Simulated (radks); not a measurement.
**The series with 18 electrons, Ar to Fe⁸⁺**

The task here is to estimate one member of a computed series from the others.

Method: non-relativistic Kohn-Sham, r2SCAN, spin-polarised, spherical densities, point nucleus. Code: radks (a radial shooting solver on a logarithmic mesh, Libxc functionals) version 1.

**The atom as given**

* electrons: 18
* ions: Ar, K⁺, Ca²⁺, Sc³⁺, Ti⁴⁺, V⁵⁺, Cr⁶⁺, Mn⁷⁺, Fe⁸⁺
* configuration: NIST ground configuration of each

The first run:

Settings of this run:

```text
Z 18
configuration [Ar]
relativity non-relativistic
functional r2scan,r2scan
spin polarised
nucleus point
```

Started as:

```bash
$ python run_ks.py task.json out
```

The same process makes all the runs of this session.

Steps of the session up to this table: Ar, [Ar]; K⁺, [Ar]; Ca²⁺, [Ar]; Sc³⁺, [Ar]; Ti⁴⁺, [Ar]; V⁵⁺, [Ar]; Cr⁶⁺, [Ar]; Mn⁷⁺, [Ar]; Fe⁸⁺, [Ar].

One table of the session follows, with a row left open; its other results are not shown here.

```
 ion  E (hartree)  ε(1s) (eV)  ε(2p) (eV)  ε(3s) (eV)  ε(3p) (eV)
  Ar   -527.51772     -3122.0     -233.12     -25.173     -10.727
  K⁺   -599.73128     -3527.6     -289.82     -42.497     -25.480
Ca²⁺            ?           ?           ?           ?           ?
Sc³⁺   -758.95295     -4422.1     -425.39     -87.609     -65.384
Ti⁴⁺   -845.93944     -4910.6     -503.89     -115.09     -90.254
 V⁵⁺   -937.83463     -5426.5     -589.42     -145.77     -118.31
Cr⁶⁺  -1034.63450     -5969.8     -681.93     -179.59     -149.51
Mn⁷⁺  -1136.33610     -6540.4     -781.37     -216.53     -183.84
Fe⁸⁺  -1242.93720     -7138.3     -887.72     -256.58     -221.26
```

Estimate the missing values for Ca²⁺.

The run gave: E (hartree): -676.88079; ε(1s) (eV): -3961.1; ε(2p) (eV): -353.99; ε(3s) (eV): -63.376; ε(3p) (eV): -43.760. In the column «E (hartree)» it lies between Sc³⁺ (-758.95295) and K⁺ (-599.73128).
